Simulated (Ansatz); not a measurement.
**BF2HS + HF: a complex and its separated parts**

Aim: how far the complex at one end of a reaction step lies below its separated, relaxed parts, level by level.

Program: Ansatz 0.2.0, Gaussian basis. Level of theory: PBE0-D4/def2-TZVP structures, single points in def2-TZVPP, no counterpoise correction. These are calculated values, not measurements.

Levels: SPW92, PBE-D4, BLYP-D4, r2SCAN-D4, B97M-V, PBE0-D4, B3LYP-D4, r2SCAN0-D4, BHLYP-D4, CAM-B3LYP-D4, wB97X-V, wB97M-V, B2PLYP, PBE-QIDH, RPA on PBE, Hartree-Fock, MP2, CCSD, CCSD(T).

Cores are frozen in the correlated methods. B3LYP uses VWN-RPA correlation. B2PLYP carries no dispersion term here.

20 further runs of the same task are left out: 20 set aside as unsound or not needed.

## 1. Starting geometry

The complex: 7 atoms, charge 0, spin multiplicity 1.

Atoms are counted from 1 here; the program's logs count them from 0.

Bond lengths: B1–F3 1.312 Å, B1–F4 1.313 Å, B1–S6 1.816 Å, F2–H5 0.931 Å, S6–H7 1.343 Å. Angles: F3–B1–F4 119.4°, F3–B1–S6 118.6°, F4–B1–S6 121.9°, B1–S6–H7 94.7°.

As a file:

```xyz
7
BF3H2S
B    -0.99151    0.47094   -0.27746
F     1.27724   -2.12051    0.46299
F    -1.65558   -0.12215   -1.24145
F    -1.60874    0.76988    0.84254
H     1.27887   -1.27002    0.08474
S     0.75872    0.87283   -0.54695
H     0.94091    1.39904    0.67560
```

Its parts: BF2HS holds atoms 1, 3, 4, 6, 7; HF holds atoms 2, 5. Each part counts its atoms afresh in its own runs.

## 2. Relaxing BF2HS alone

relax-a/in.yaml

```yaml
crystal:
  periodic: [false, false, false]
  atoms:
    - {symbol: B, position_ang: [-0.991513, 0.470941, -0.277460]}
    - {symbol: F, position_ang: [-1.655580, -0.122155, -1.241455]}
    - {symbol: F, position_ang: [-1.608743, 0.769879, 0.842542]}
    - {symbol: S, position_ang: [0.758720, 0.872826, -0.546945]}
    - {symbol: H, position_ang: [0.940906, 1.399038, 0.675596]}
basis:
  gaussian: {orbitals: def2-TZVP}
hamiltonian: {xc: pbe0, dispersion: d4}
relax: {f_tol: 0.005, max_steps: 200}
```

No record of the launch command was kept for these runs.

After this run come: Relaxing HF alone; wB97M-V/def2-TZVPP; CCSD(T)/def2-TZVPP; Vibrations of BF2HS; Vibrations of HF.

What does the calculation give? Wanted: complex less parts, CCSD(T)/def2-TZVPP; with zero-point energy; largest T1 diagnostic.

As calculated:

| quantity | value |
| --- | --- |
| complex less parts, CCSD(T)/def2-TZVPP | -11.6 kJ/mol |
| with zero-point energy | -6.2 kJ/mol |
| largest T1 diagnostic | 0.013 |

At CCSD(T) the complex lies 11.6 kJ/mol below its parts. B2PLYP is the best functional here (-0.9 kJ/mol from CCSD(T)); SPW92 is the worst (-16.7 kJ/mol). By rung, the mean size of the error is: LDA 16.7, GGA 7.5, meta-GGA 4.1, hybrid 4.1, range-separated hybrid 4.1, double hybrid 1.1 kJ/mol. PBE-D4 gives a relative energy 8.5 kJ/mol too low, an error of 73 % of the reference. No counterpoise was applied, and triple zeta lacks some correlation, so the CCSD(T) reference has a basis error of its own, and close matches with it are partly luck.
